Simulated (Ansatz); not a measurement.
# Sr2Ca: one candidate of a structure search

Aim: relax a trial structure of Sr2Ca and see where it ends.

Method: DFT PBE, scalar-relativistic, plane waves, PAW, in Ansatz 0.2.0.

## (1) The starting structure

It takes space group P4mm (No. 99, tetragonal). Conventional cell: a = 3.423 Å, b = 3.423 Å, c = 6.410 Å, α = 90.00°, β = 90.00°, γ = 90.00°. Sr (site symmetry 4mm) is surrounded by 4 Ca at 2.75 Å and 1 Sr at 2.94 Å. Around Sr (site symmetry 4mm) lie 4 Ca at 2.92 Å and 1 Sr at 2.94 Å. Around Ca (site symmetry 4mm) lie 8 Sr at 2.75 to 2.92 Å.

Coordinates:

```
Sr Ca
1.0
     3.42289    0.00000    0.00000
     0.00000    3.42289    0.00000
     0.00000    0.00000    6.40966
Sr Ca
2 1
Direct
  0.50000 0.50000 0.22074
  0.50000 0.50000 0.76252
  0.00000 0.00000 0.01673
```

A structure generator made this guess: FeSi2 type (P4/mmm) distorted into a subgroup (P4mm, No. 99). Its size is a rough estimate.

## (2) The guess as it stands, on a coarse mesh

input.yaml reads:

```yaml
crystal:
  lattice:
    - [3.42289248, 0.0, 0.0]
    - [0.0, 3.42289248, 0.0]
    - [0.0, 0.0, 6.40966035]
  atoms:
    - { symbol: Sr, position: [0.5, 0.5, 0.22074168] }
    - { symbol: Sr, position: [0.5, 0.5, 0.76252497] }
    - { symbol: Ca, position: [0.0, 0.0, 0.01673335] }
basis:
  ecutwfc: 420
kpoints:
  mp_grid: { grid: [6, 6, 4] }
hamiltonian:
  xc: pbe
scf:
  occupations: { method: gaussian, width: 0.1 }
  lower_state_search: "off"
output:
  forces: true
  stress: true
  eigenvalues: true
```

Command:

```bash
$ ansatz run input.yaml --threads 1 --pin off --max-ram 2560MiB --backend cpu --events-out ev --progress --plain --runs-dir out
```

The session goes on with these runs: a loose first relaxation; final relaxation.

**Question.** What will these runs give? Wanted: conventional cell; volume; energy over the elements; gap on the mesh.

The runs gave:

```
                              quantity                                                                      value
symmetry at the end (tolerance 0.05 Å)                                               space group P4/mmm (No. 123)
                     conventional cell  a = 3.993 Å, b = 3.993 Å, c = 9.966 Å, α = 90.00°, β = 90.00°, γ = 90.00°
                                volume                                                              52.96 Å³/atom
              energy over the elements                                                              +0.14 eV/atom
                       gap on the mesh                                                               none (metal)
```

What this shows: The symmetry goes from space group P4mm (No. 99) to space group P4/mmm (No. 123), and the volume per atom grows by 111.6 % from the first guess. With a positive formation energy it can't be a ground state. No finished test with a distortion of lower symmetry is shown, so the end may be a saddle point.
